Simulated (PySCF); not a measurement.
**Lu(NH2)3: forces at shaken geometries**

Aim: move all atoms of relaxed Lu(NH2)3 at random and read energies and forces. The structure is generated, not taken from experiment.

Program: PySCF 2.14.0. Level of theory: PBE0, Lu lcecp-1-SVP with ECP60, N def2-SVP, H def2-SVP; scalar-relativistic core potentials, no spin–orbit coupling. These are calculated values, not measurements.

3 further runs of the same task are left out: 2 for a known fault of the program, 1 that didn't finish.

## 1. Starting geometry

10 atoms, charge 0, spin multiplicity 1.

Bond lengths: Lu1–N2 2.125 Å, Lu1–N5 2.125 Å, Lu1–N8 2.125 Å, N2–H3 1.020 Å, N2–H4 1.020 Å, N5–H6 1.020 Å, N5–H7 1.020 Å, N8–H9 1.020 Å, N8–H10 1.020 Å. Angles: N2–Lu1–N5 120.4°, N2–Lu1–N8 119.5°, N5–Lu1–N8 120.1°, Lu1–N2–H3 128.1°, Lu1–N2–H4 126.6°, H3–N2–H4 105.3°, Lu1–N5–H6 127.1°, Lu1–N5–H7 127.6°, H6–N5–H7 105.3°, Lu1–N8–H9 127.8°, Lu1–N8–H10 126.9°, H9–N8–H10 105.3°.

Coordinates:

```
Lu   -0.00530    0.01066   -0.03559
N     2.11217    0.00729   -0.21565
H     2.74703    0.80551   -0.19547
H     2.71239   -0.81180   -0.31198
N    -1.05816    1.83840    0.22285
H    -2.06315    1.95699    0.35171
H    -0.67099    2.78197    0.24462
N    -1.05734   -1.83590   -0.02722
H    -2.06297   -1.98271    0.06137
H    -0.65367   -2.77041   -0.09464
```

Formal oxidation states: Lu +3. Each metal's 14 4f electrons lie in its core potential, so multiplicities, spins and levels count the valence alone. An earlier session relaxed this geometry at PBE0, Lu lcecp-1-SVP with ECP60, N def2-SVP, H def2-SVP (singlet, point group Cs).

Its energy there is -207.629058 Eh.

## 2. Atoms moved at random, σ = 0.1 Å

Contents of run.py (the lines that set the calculation):

```python
mol = gto.M(atom='''
Lu    -0.06001    -0.01124    -0.05777
N      2.19691     0.15485    -0.19118
H      2.78285     0.80838    -0.16912
H      2.67948    -0.81431    -0.26847
N     -0.96860     1.82458     0.24731
H     -2.00036     1.97301     0.37153
H     -0.63343     2.72992     0.23031
N     -1.10445    -1.81738    -0.04138
H     -2.10153    -2.14937     0.06944
H     -0.79085    -2.69844    -0.19067''',
    basis={'Lu': 'lcecp-1-SVP', 'N': 'def2-SVP', 'H': 'def2-SVP'},
    ecp={'Lu': 'lcecp-1-SVP'},
    charge=0, spin=0)
mf = dft.RKS(mol, xc='PBE0')
mf.grids.atom_grid = (50, 194)  # f atoms: unpruned, at least (60, 302)
mf = mf.density_fit()  # fitting sets: Lu AutoAux, N def2-universal-JKFIT, H def2-universal-JKFIT
mf.conv_tol = 1e-08; mf.max_cycle = 55
mf.kernel(dm0)  # dm0: the density of the relaxed state
```

Launch:

```bash
$ OMP_NUM_THREADS=2 python run.py
```

The log of the run:

```text
init E= -207.61219658212
  HOMO = -0.223470084325859  LUMO = -0.0423563844260801  gap/eV = 4.92835
cycle= 1 E= -207.578456988781  delta_E= 0.0337  |g|= 0.0825  |ddm|= 0.393
  HOMO = -0.202236888798781  LUMO = -0.0406637417354485  gap/eV = 4.39663
cycle= 2 E= -207.57853882101  delta_E= -8.18e-05  |g|= 0.088  |ddm|= 0.16
  HOMO = -0.217074903770074  LUMO = -0.0414598364410566  gap/eV = 4.77873
cycle= 3 E= -207.580173315175  delta_E= -0.00163  |g|= 0.0271  |ddm|= 0.0891
  HOMO = -0.214138229290574  LUMO = -0.0418573343297339  gap/eV = 4.68800
cycle= 4 E= -207.580344160515  delta_E= -0.000171  |g|= 0.00255  |ddm|= 0.0235
  HOMO = -0.214602787495563  LUMO = -0.0416316822597107  gap/eV = 4.70678
cycle= 5 E= -207.580345438174  delta_E= -1.28e-06  |g|= 0.00181  |ddm|= 0.00454
  HOMO = -0.214463413696336  LUMO = -0.0416814880185807  gap/eV = 4.70164
cycle= 6 E= -207.580346212877  delta_E= -7.75e-07  |g|= 0.000473  |ddm|= 0.0019
  HOMO = -0.214503713103538  LUMO = -0.0417069731907542  gap/eV = 4.70204
cycle= 7 E= -207.580346265857  delta_E= -5.3e-08  |g|= 5.21e-05  |ddm|= 0.000474
  HOMO = -0.214494425863881  LUMO = -0.0417022149286943  gap/eV = 4.70192
cycle= 8 E= -207.580346266823  delta_E= -9.66e-10  |g|= 2e-05  |ddm|= 9.96e-05
  HOMO = -0.214497187955372  LUMO = -0.0417041582060254  gap/eV = 4.70194
Extra cycle  E= -207.580346266752  delta_E= 7.14e-11  |g|= 2.79e-05  |ddm|= 4.55e-05
converged SCF energy = -207.580346266752
```

Run time: 4.7 s. Hardware: 2 threads of Intel Xeon 6975P-C (Granite Rapids), shared host.

Read off: E = -207.580346 Eh (+1.326 eV from the relaxed state), HOMO -5.84 eV, LUMO -1.13 eV, Mulliken charge on Lu1 +0.86 e, largest force component 10.034 eV/Å. 

| atom | Fx | Fy | Fz (eV/Å) |
| --- | --- | --- | --- |
| Lu1 | 2.567 | 0.502 | -0.109 |
| N2 | -7.877 | -10.034 | -0.339 |
| H3 | 6.881 | 7.227 | 0.228 |
| H4 | -0.674 | 2.380 | 0.163 |
| N5 | -2.925 | -1.753 | 0.199 |
| H6 | 1.025 | -0.350 | -0.087 |
| H7 | 1.315 | 2.626 | -0.032 |
| N8 | -3.553 | 1.844 | 0.690 |
| H9 | 0.798 | 1.345 | 0.050 |
| H10 | 2.441 | -3.787 | -0.763 |

## 3. Atoms moved at random, σ = 0.06 Å

Contents of run.py (the lines that set the calculation):

```python
mol = gto.M(atom='''
Lu    -0.01739    -0.02934    -0.03187
N      2.09044    -0.01360    -0.18176
H      2.82242     0.80293    -0.29536
H      2.64619    -0.81748    -0.40995
N     -1.00965     1.80595     0.17616
H     -2.03248     1.95282     0.40102
H     -0.80511     2.80765     0.22969
N     -1.16254    -1.76566     0.05320
H     -2.01688    -2.03445     0.12042
H     -0.51500    -2.70881    -0.06154''',
    basis={'Lu': 'lcecp-1-SVP', 'N': 'def2-SVP', 'H': 'def2-SVP'},
    ecp={'Lu': 'lcecp-1-SVP'},
    charge=0, spin=0)
mf = dft.RKS(mol, xc='PBE0')
mf.grids.atom_grid = (50, 194)  # f atoms: unpruned, at least (60, 302)
mf = mf.density_fit()  # fitting sets: Lu AutoAux, N def2-universal-JKFIT, H def2-universal-JKFIT
mf.conv_tol = 1e-08; mf.max_cycle = 55
mf.kernel(dm0)  # dm0: the density of the relaxed state
```

Launch:

```bash
$ OMP_NUM_THREADS=2 python run.py
```

The log of the run:

```text
init E= -207.546585298896
  HOMO = -0.254404083317144  LUMO = -0.0584080078425764  gap/eV = 5.33332
cycle= 1 E= -207.587882554485  delta_E= -0.0413  |g|= 0.0973  |ddm|= 0.402
  HOMO = -0.214755566654759  LUMO = -0.0369158084920169  gap/eV = 4.83927
cycle= 2 E= -207.587030945773  delta_E= 0.000852  |g|= 0.122  |ddm|= 0.188
  HOMO = -0.229231778302905  LUMO = -0.0376874360597323  gap/eV = 5.21219
cycle= 3 E= -207.590318702567  delta_E= -0.00329  |g|= 0.0232  |ddm|= 0.109
  HOMO = -0.228061598941985  LUMO = -0.0381894700648537  gap/eV = 5.16668
cycle= 4 E= -207.590444362438  delta_E= -0.000126  |g|= 0.00282  |ddm|= 0.0213
  HOMO = -0.228298928878353  LUMO = -0.0382628315716609  gap/eV = 5.17115
cycle= 5 E= -207.590445643821  delta_E= -1.28e-06  |g|= 0.00207  |ddm|= 0.00396
  HOMO = -0.228333980308029  LUMO = -0.0382751130991732  gap/eV = 5.17177
cycle= 6 E= -207.590446600805  delta_E= -9.57e-07  |g|= 0.000452  |ddm|= 0.00191
  HOMO = -0.228332259753534  LUMO = -0.0382783556280035  gap/eV = 5.17163
cycle= 7 E= -207.590446651296  delta_E= -5.05e-08  |g|= 4.97e-05  |ddm|= 0.000462
  HOMO = -0.228326273422806  LUMO = -0.0382743683644211  gap/eV = 5.17158
cycle= 8 E= -207.590446652166  delta_E= -8.71e-10  |g|= 1.31e-05  |ddm|= 9.32e-05
  HOMO = -0.228327423042465  LUMO = -0.0382751688025511  gap/eV = 5.17159
Extra cycle  E= -207.590446652145  delta_E= 2.17e-11  |g|= 1.79e-05  |ddm|= 3.01e-05
converged SCF energy = -207.590446652145
```

Run time: 4.6 s. Hardware: 2 threads of Intel Xeon 6975P-C (Granite Rapids), shared host.

Result: E = -207.590447 Eh (+1.051 eV from the relaxed state), HOMO -6.21 eV, LUMO -1.04 eV, Mulliken charge on Lu1 +0.84 e, largest force component 9.630 eV/Å. 

| atom | Fx | Fy | Fz (eV/Å) |
| --- | --- | --- | --- |
| Lu1 | 0.124 | 0.860 | 0.098 |
| N2 | 1.840 | 2.435 | -0.460 |
| H3 | -2.036 | -1.939 | 0.412 |
| H4 | 0.497 | -0.789 | -0.071 |
| N5 | -2.021 | 1.379 | 0.597 |
| H6 | 0.947 | -1.005 | -0.335 |
| H7 | 0.905 | -0.157 | -0.219 |
| N8 | 9.630 | -1.045 | -1.043 |
| H9 | -7.570 | -2.631 | 0.612 |
| H10 | -2.316 | 2.891 | 0.409 |

## 4. Atoms moved at random, σ = 0.06 Å

Contents of run.py (the lines that set the calculation):

```python
mol = gto.M(atom='''
Lu     0.06095    -0.01604     0.03505
N      2.07224     0.08134    -0.20649
H      2.82203     0.84479    -0.17129
H      2.70694    -0.85350    -0.33834
N     -0.95888     1.89498     0.24503
H     -2.15483     1.93016     0.32371
H     -0.70141     2.68197     0.18376
N     -1.05257    -1.84910     0.02327
H     -2.07176    -2.00071     0.03275
H     -0.72270    -2.71388    -0.12746''',
    basis={'Lu': 'lcecp-1-SVP', 'N': 'def2-SVP', 'H': 'def2-SVP'},
    ecp={'Lu': 'lcecp-1-SVP'},
    charge=0, spin=0)
mf = dft.RKS(mol, xc='PBE0')
mf.grids.atom_grid = (50, 194)  # f atoms: unpruned, at least (60, 302)
mf = mf.density_fit()  # fitting sets: Lu AutoAux, N def2-universal-JKFIT, H def2-universal-JKFIT
mf.conv_tol = 1e-08; mf.max_cycle = 55
mf.kernel(dm0)  # dm0: the density of the relaxed state
```

Launch:

```bash
$ OMP_NUM_THREADS=2 python run.py
```

The log of the run:

```text
init E= -207.524518534534
  HOMO = -0.243125608332911  LUMO = -0.0567826140553063  gap/eV = 5.07065
cycle= 1 E= -207.538551016971  delta_E= -0.014  |g|= 0.133  |ddm|= 0.426
  HOMO = -0.209002299886976  LUMO = -0.0385139272784265  gap/eV = 4.63922
cycle= 2 E= -207.538163226171  delta_E= 0.000388  |g|= 0.147  |ddm|= 0.24
  HOMO = -0.225474427390698  LUMO = -0.0387971301397947  gap/eV = 5.07975
cycle= 3 E= -207.542746136122  delta_E= -0.00458  |g|= 0.0425  |ddm|= 0.139
  HOMO = -0.223187611224816  LUMO = -0.0390747190539109  gap/eV = 5.00997
cycle= 4 E= -207.543165569766  delta_E= -0.000419  |g|= 0.0036  |ddm|= 0.0368
  HOMO = -0.223584882177044  LUMO = -0.0393281813967317  gap/eV = 5.01388
cycle= 5 E= -207.543168490077  delta_E= -2.92e-06  |g|= 0.00169  |ddm|= 0.0054
  HOMO = -0.22357023792855  LUMO = -0.0393023948044675  gap/eV = 5.01418
cycle= 6 E= -207.543169034712  delta_E= -5.45e-07  |g|= 0.000898  |ddm|= 0.00214
  HOMO = -0.223583484441811  LUMO = -0.0392948084100198  gap/eV = 5.01475
cycle= 7 E= -207.543169222589  delta_E= -1.88e-07  |g|= 7.05e-05  |ddm|= 0.000762
  HOMO = -0.223581181215872  LUMO = -0.0393015014035178  gap/eV = 5.01451
cycle= 8 E= -207.543169223907  delta_E= -1.32e-09  |g|= 3.67e-05  |ddm|= 0.00013
  HOMO = -0.223585021245918  LUMO = -0.0392963738102683  gap/eV = 5.01475
Extra cycle  E= -207.543169223499  delta_E= 4.08e-10  |g|= 5.68e-05  |ddm|= 8.91e-05
converged SCF energy = -207.543169223499
```

Run time: 4.9 s. Hardware: 2 threads of Intel Xeon 6975P-C (Granite Rapids), shared host.

Result: E = -207.543169 Eh (+2.337 eV from the relaxed state), HOMO -6.08 eV, LUMO -1.07 eV, Mulliken charge on Lu1 +0.85 e, largest force component 15.969 eV/Å. 

| atom | Fx | Fy | Fz (eV/Å) |
| --- | --- | --- | --- |
| Lu1 | -2.324 | 0.802 | 0.367 |
| N2 | 5.085 | -1.674 | -0.473 |
| H3 | -1.418 | -1.286 | -0.096 |
| H4 | -1.929 | 2.807 | 0.367 |
| N5 | -9.072 | -15.969 | 1.281 |
| H6 | 4.653 | -0.049 | -0.283 |
| H7 | 4.771 | 15.328 | -1.101 |
| N8 | -2.068 | 4.081 | 0.553 |
| H9 | 0.365 | 0.386 | 0.098 |
| H10 | 1.937 | -4.425 | -0.713 |

## 5. Results

| σ (Å) | energy rise (eV) | harmonic estimate −½ F·u (eV) | largest force component (eV/Å) |
| --- | --- | --- | --- |
| 0.1 | 1.326 | 1.434 | 10.03 |
| 0.06 | 1.051 | 1.053 | 9.63 |
| 0.06 | 2.337 | 2.485 | 15.97 |

Every displacement raises the energy. For a harmonic well the rise equals −½ F·u; the two differ by at most 8 % here (a move with σ = 0.1 Å), from anharmonicity, the grid and the small forces left at the relaxed point. These are double-zeta-type bases without diffuse functions. Spin–orbit coupling is left out.
